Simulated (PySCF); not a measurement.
# C3H10BP: the cost of one run

The runs use PySCF 2.14.0, with density-fitted response routines of our own; the level of theory stands in each step. All values are computed, except where a source is named. Atoms are numbered from 0 throughout.

## Step 1: Starting geometry

15 atoms, charge 0, multiplicity 1; geometry from: GFN2-xTB. The atoms were then displaced at random by about 0.01 Å, so the start is not that level's minimum.

Bonds of the start (Å): C0–C1 1.50, C1–B2 1.57, B2–C3 1.61, B2–P4 1.89, C0–H5 1.08, C0–H6 1.09, C0–H7 1.12, C1–H8 1.09, C1–H9 1.08, C3–H10 1.10, C3–H11 1.06, C3–H12 1.07, P4–H13 1.36, P4–H14 1.37.

## Step 2: Optimising the geometry at PBE0-D3(BJ)/def2-SVP

Job settings and geometry (Å):

```
{"job": {"xc": "PBE0", "basis": "def2-SVP", "d3": "d3bj", "grid": 1, "shake": 0.01, "kind": "geom"}, "charge": 0, "multiplicity": 1}
C     -1.936540     0.515570     0.241220
C     -0.963100    -0.397790    -0.450380
B      0.553400    -0.120140    -0.166290
C      1.634470    -1.311080    -0.218720
P      1.171050     1.578280     0.402710
H     -1.879590     0.457230     1.315960
H     -2.968720     0.296440    -0.050360
H     -1.748480     1.584170    -0.036070
H     -1.221170    -1.421120    -0.183510
H     -1.101970    -0.314720    -1.523090
H      1.224200    -2.180670    -0.755260
H      2.576030    -1.036220    -0.622000
H      1.767730    -1.638300     0.796040
H      2.365320     1.613970    -0.252410
H      0.512030     2.357000    -0.516390
```

Run with:

```bash
$ OMP_NUM_THREADS=1 python probes_run.py task.json out
```

This one command runs all jobs of the session in turn.

**Question.** How long does this first job take on 1 thread of Arm Neoverse V1, shared host, and how much memory does it need?

About 68 s, with a peak of 0.52 GiB.
